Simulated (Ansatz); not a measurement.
# AlH6OPSi: small, medium and large basis sets

One table from this session's results is given with a row withheld; the runs are named, their logs left out.

Method: one geometry, several basis sets; program: Ansatz 0.2.0, Gaussian basis.

The runs, in order: PBE0-D4/def2-SVP; ωB97M-V/def2-SVP; PBE0-D4/def2-QZVPP; ωB97M-V/def2-QZVPP; the functionals' def2-TZVPP values are taken from earlier runs.

### Structure used throughout

The geometry comes from an earlier relaxation with PBE0-D4 in a triple-zeta def2 set; it is a stationary point, not always the lowest conformer.

SMILES `O[P]([AlH2])[SiH3]`, 10 atoms, charge 0, spin multiplicity 1.

Atoms are counted from 1 here; the program's logs count them from 0.

Bond lengths: O1–P2 1.679 Å, O1–H5 0.961 Å, P2–Al3 2.317 Å, P2–Si4 2.253 Å, Al3–H6 1.583 Å, Al3–H7 1.586 Å, Si4–H8 1.487 Å, Si4–H9 1.491 Å, Si4–H10 1.488 Å. Angles: P2–O1–H5 109.1°, O1–P2–Al3 102.3°, O1–P2–Si4 102.5°, Al3–P2–Si4 95.4°, P2–Al3–H6 120.9°, P2–Al3–H7 115.9°, H6–Al3–H7 123.2°, P2–Si4–H8 109.1°, P2–Si4–H9 115.4°, P2–Si4–H10 106.0°, H8–Si4–H9 107.6°, H8–Si4–H10 109.8°, H9–Si4–H10 109.0°.

Set-up of the first run:

File in.yaml:

```yaml
crystal:
  periodic: [false, false, false]
  atoms:
    - {symbol: O, position_ang: [-1.323491, 1.582986, -0.033978]}
    - {symbol: P, position_ang: [-0.787275, 0.212309, 0.774163]}
    - {symbol: Al, position_ang: [1.439347, 0.714381, 1.174888]}
    - {symbol: Si, position_ang: [-0.382262, -1.222982, -0.914596]}
    - {symbol: H, position_ang: [-2.265033, 1.692119, 0.123900]}
    - {symbol: H, position_ang: [1.960358, 2.207930, 1.107282]}
    - {symbol: H, position_ang: [2.357463, -0.506306, 1.602584]}
    - {symbol: H, position_ang: [-1.667878, -1.567490, -1.578437]}
    - {symbol: H, position_ang: [0.549994, -0.725093, -1.965794]}
    - {symbol: H, position_ang: [0.201779, -2.438955, -0.287213]}
basis:
  gaussian: {orbitals: def2-SVP}
hamiltonian: {xc: pbe0, dispersion: d4}
output: {orbitals: {seedname: orbitals}}
```

Launch:

```sh
ansatz run in.yaml --threads 2 --pin off --events-out ev --progress --plain --max-ram 4352MiB
```

Steps of the session up to this table: PBE0-D4 in def2-SVP; ωB97M-V in def2-SVP; PBE0-D4 in def2-QZVPP; ωB97M-V in def2-QZVPP.

One of the session's tables, all rows but one given; the rest of the session is left out.

It belongs to the step «Functionals by basis». 

```
functional       basis  HOMO (eV)  LUMO (eV)
   PBE0-D4    def2-SVP          ?          ?
   PBE0-D4  def2-TZVPP      -6.76      -1.74
   PBE0-D4  def2-QZVPP      -6.78      -1.77
   ωB97M-V    def2-SVP      -8.67      -0.02
   ωB97M-V  def2-TZVPP      -8.79      -0.12
   ωB97M-V  def2-QZVPP      -8.81      -0.25
```

Q: Estimate the row for PBE0-D4, def2-SVP from the others.

As computed: HOMO (eV): -6.69; LUMO (eV): -1.71. In the column «HOMO (eV)» it is the highest.
